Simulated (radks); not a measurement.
**Ionisation energy and size from Mg³⁺ to Ar³⁺**

One table from this session's results is given with a row withheld; the runs are named, their logs left out.

The numbers are computed with radks (a radial shooting solver on a logarithmic mesh, Libxc functionals) version 1 (scalar-relativistic Kohn-Sham, PBE, spin-unpolarised, spherical densities, point nucleus), except any that are marked as measured or tabulated.

### The atom as given

- species: Mg³⁺, Al³⁺, Si³⁺, P³⁺, S³⁺, Cl³⁺, Ar³⁺
- runs: 14, each species and its next ion

The first run:

The run's settings:

```text
Z 12
configuration [He] 2s2 2p5
relativity scalar-relativistic
functional pbe,pbe
spin unpolarised
nucleus point
c 137.035999084
```

Among the steps run: Mg³⁺, [He] 2s2 2p5; Mg⁴⁺, [He] 2s2 2p4; Al³⁺, [Ne]; Al⁴⁺, [He] 2s2 2p5; Si³⁺, [Ne] 3s1; Si⁴⁺, [Ne]; P³⁺, [Ne] 3s2; P⁴⁺, [Ne] 3s1; S³⁺, [Ne] 3s2 3p1; S⁴⁺, [Ne] 3s2; Cl³⁺, [Ne] 3s2 3p2; Cl⁴⁺, [Ne] 3s2 3p1; Ar³⁺, [Ne] 3s2 3p3; Ar⁴⁺, [Ne] 3s2 3p2.

One of the session's tables, all rows but one given; the rest of the session is left out.

| species | Δ-SCF (eV) | −ε(HOMO) (eV) | its <r> (bohr) |
| --- | --- | --- | --- |
| Mg³⁺ | ? | ? | ? |
| Al³⁺ | 121.14 | 104.14 | 0.623 |
| Si³⁺ | 45.153 | 39.488 | 1.85 |
| P³⁺ | 52.006 | 45.613 | 1.67 |
| S³⁺ | 46.797 | 40.275 | 1.66 |
| Cl³⁺ | 52.243 | 45.114 | 1.52 |
| Ar³⁺ | 57.635 | 49.939 | 1.40 |

Q: Estimate the row for Mg³⁺ from the others.

As computed: Δ-SCF (eV): 112.27; −ε(HOMO) (eV): 96.216; its <r> (bohr): 0.671. In the column «Δ-SCF (eV)» it lies between Ar³⁺ (57.635) and Al³⁺ (121.14).

Caveats from the session: For Mg³⁺, Al³⁺ the highest level isn't the widest one, so −ε(HOMO) and <r> belong to different orbitals, and Δ-SCF follows the ion's typed configuration. Spin polarisation and multiplet splitting are left out, so open shells lie too high by an amount that depends on their filling.
